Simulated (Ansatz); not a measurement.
# Mo: an axial (c/a) deformation path

One table from this session's results is given with a row withheld; the runs are named, their logs left out.

Program: Ansatz 0.2.0. Level of theory: DFT r2SCAN, scalar-relativistic, plane waves, PAW. These are calculated values, not measurements.

## The system as given

Symmetry: P6/mmm, No. 191, hexagonal system. Conventional cell: a = 2.736 Å, b = 2.736 Å, c = 2.555 Å, α = 90.00°, β = 90.00°, γ = 120.00°. Mo (site symmetry 6/mmm) has 8 Mo at 2.56 to 2.74 Å in its first shell of neighbours.

Structure file:

```
Mo
1.0
     2.73551    0.00000    0.00000
    -1.36776    2.36902    0.00000
     0.00000    0.00000    2.55518
Mo
1
Direct
  0.00000 0.00000 0.50000
```

It goes back to an entry of the Materials Project, which need not be the stable form.

The cell is taken as given, not relaxed at this level.

## Zero of energy

Reference values: F = -4966.6619 eV; pressure 0.42 GPa; largest force 0.000 eV/Å; gap on the mesh none (metal). It was computed beforehand with the settings of the runs below.

Set-up of the first run:

At fixed volume and fractional coordinates, lengths along (0.000, 0.000, 1.000) are scaled against those across it; ρ is that ratio over its starting value.

Contents of input.yaml:

```yaml
crystal:
  lattice:
    - [2.8877885796, 0.0, 0.0]
    - [-1.4438942898, 2.5008982707, 0.0]
    - [0.0, 0.0, 2.2928073694]
  atoms:
    - { symbol: Mo, position: [0.0, 0.0, 0.5] }
basis:
  ecutwfc: 500
kpoints:
  mp_grid: { grid: [24, 24, 20] }
hamiltonian:
  xc: r2scan
scf:
  occupations: { method: gaussian, width: 0.15 }
output:
  forces: true
  stress: true
  eigenvalues: true
```

Launch:

```console
$ ansatz run input.yaml --threads 1 --pin off --max-ram 2560MiB --backend cpu --events-out ev --progress --plain --runs-dir out
```

Among the steps run: At ρ = 0.850; ρ = 1.200; At ρ = 0.920; Point ρ = 1.100; ρ = 0.960; ρ = 1.050; ρ = 0.800; ρ = 1.300.

One of the session's tables, all rows but one given; the rest of the session is left out.

It belongs to the step «The scan collected». Collected from the runs (energy zero: the undisturbed cell):

| ρ | ΔE (meV/atom) | pressure (GPa) |
| --- | --- | --- |
| 0.800 | 459.9 | 16.5 |
| 0.850 | ? | ? |
| 0.920 | 32.2 | 0.8 |
| 0.960 | -0.8 | 0.0 |
| 1.000 | 0.0 | 0.4 |
| 1.050 | 45.0 | 2.2 |
| 1.100 | 133.4 | 4.7 |
| 1.200 | 361.5 | 10.8 |
| 1.300 | 650.9 | 20.5 |

**Question.** Estimate the row for ρ = 0.850.

Worked estimate for «ΔE (meV/atom)». A straight line through the neighbours (0.800, 459.9) and (0.920, 32.2) gives 459.9 + (32.2 − 459.9) × (0.850 − 0.800) / (0.920 − 0.800) = 281.7; a parabola fitted to 3 rows on both sides gives 221.8.

The run gave: ΔE (meV/atom): 186.8; pressure (GPa): 7.0. In «ΔE (meV/atom)» the line misses by +94.9 and the parabola by +35.0.
